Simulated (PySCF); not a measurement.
**SeCl under other conditions**

Aim: change spin, charge, geometry, field or solvent of SeCl, one at a time, and compare with the base run.

Computed with PySCF 2.14.0. Level: each script names its method and basis.

1 further run of the same task is left out (it didn't finish).

## Step 1: Where the work starts

SeCl: 2 atoms, charge 0, spin multiplicity 2.

Bond lengths: Se1–Cl2 2.085 Å.

## Step 2: Base script

File input.py:

```python
from pyscf import gto, dft

mol = gto.M(
    atom='Se 0 0 0; Cl 0 0 2.085',
    basis='6-31g*',
    charge=0,
    spin=1,
    verbose=4,
)
mf = dft.UKS(mol, xc='hcth407')
mf.kernel()
g = mf.nuc_grad_method()
g.grid_response = True
g.kernel()
mf.dip_moment()
print('orbital energies (hartree):', [e[max(0, n-3):n+3].round(4) for e, n in zip(mf.mo_energy, mol.nelec)])
```

The run is started by

```bash
> OMP_NUM_THREADS=1 python input.py
```

Its log is not repeated here.

It gives: E(SCF) = -2862.774029 Eh, 10 cycles, ⟨S²⟩ = 0.753, μ = 0.45 D, gradient on the second atom -0.0248 Eh/bohr.

The bond length is a typed value, not an optimised one.

## Step 3: Electric field -0.01 a.u.

Edit 1 changes electric field: none → -0.01 a.u.; step after the SCF: gradient → analyze.

File input.py:

```python
from pyscf import gto, dft

mol = gto.M(
    atom='Se 0 0 0; Cl 0 0 2.085',
    basis='6-31g*',
    charge=0,
    spin=1,
    verbose=4,
)
mf = dft.UKS(mol, xc='hcth407')
field = -0.01  # electric field along z, atomic units
h = mf.get_hcore() + field*mol.intor('int1e_r')[2]
mf.get_hcore = lambda *args: h
e_nuc = mol.energy_nuc() - field*mol.atom_charges() @ mol.atom_coords()[:, 2]
mf.energy_nuc = lambda *args: e_nuc
mf.kernel()
mf.analyze()
print('orbital energies (hartree):', [e[max(0, n-3):n+3].round(4) for e, n in zip(mf.mo_energy, mol.nelec)])
```

The run is started by

```bash
> OMP_NUM_THREADS=1 python input.py
```

## Step 4: PCM, ε = 20.5

Edit 2 changes solvent: none (gas phase) → PCM, ε = 20.5.

Edit input.py of step 2 so:

```diff
@@ -1,2 +1,2 @@
-from pyscf import gto, dft
+from pyscf import gto, dft, solvent
 
@@ -10,6 +10,6 @@
 mf = dft.UKS(mol, xc='hcth407')
+mf = solvent.PCM(mf)
+mf.with_solvent.eps = 20.5
 mf.kernel()
-g = mf.nuc_grad_method()
-g.grid_response = True
-g.kernel()
+mf.nuc_grad_method().kernel()
 mf.dip_moment()
```

## Step 5: Charge +1 (singlet)

Edit 3 changes charge: 0 → 1; spin (2S): 1 → 0.

Edit input.py of step 2 so:

```diff
@@ -5,4 +5,4 @@
     basis='6-31g*',
-    charge=0,
-    spin=1,
+    charge=1,
+    spin=0,
     verbose=4,
```

## Step 6: Bond 1.835 Å

Edit 4 changes bond length: 2.085 Å → 1.835 Å.

Edit input.py of step 2 so:

```diff
@@ -3,3 +3,3 @@
 mol = gto.M(
-    atom='Se 0 0 0; Cl 0 0 2.085',
+    atom='Se 0 0 0; Cl 0 0 1.835',
     basis='6-31g*',
```

What does the calculation give? Wanted: for each run, E(SCF); from base; gap, α spin; SCF dipole.

The runs gave:

| run | E(SCF) (hartree) | from base (eV) | cycles | gap, α spin (eV) | SCF dipole (D) |
| --- | --- | --- | --- | --- | --- |
| base | -2862.774029 | 0 | 10 | 2.84 | 0.45 |
| electric field -0.01 a.u. | -2862.777983 | -0.1076 | 10 | 2.81 | 1.55 |
| PCM, ε = 20.5 | -2862.775911 | -0.0512 | 9 | 2.95 | 0.60 |
| charge +1 (singlet) | -2862.422045 | +9.5780 | 11 | 1.01 | n/a |
| bond 1.835 Å | -2862.724430 | +1.3496 | 14 | 4.26 | 0.50 |

What this shows: Of the runs whose energies can be compared, “bond 1.835 Å” moves the SCF energy most (+1.350 eV). A continuum solvent with ε = 20.5 lowers the energy by 0.051 eV. At the SCF level, going to the singlet with one electron fewer costs 9.58 eV at fixed geometry.
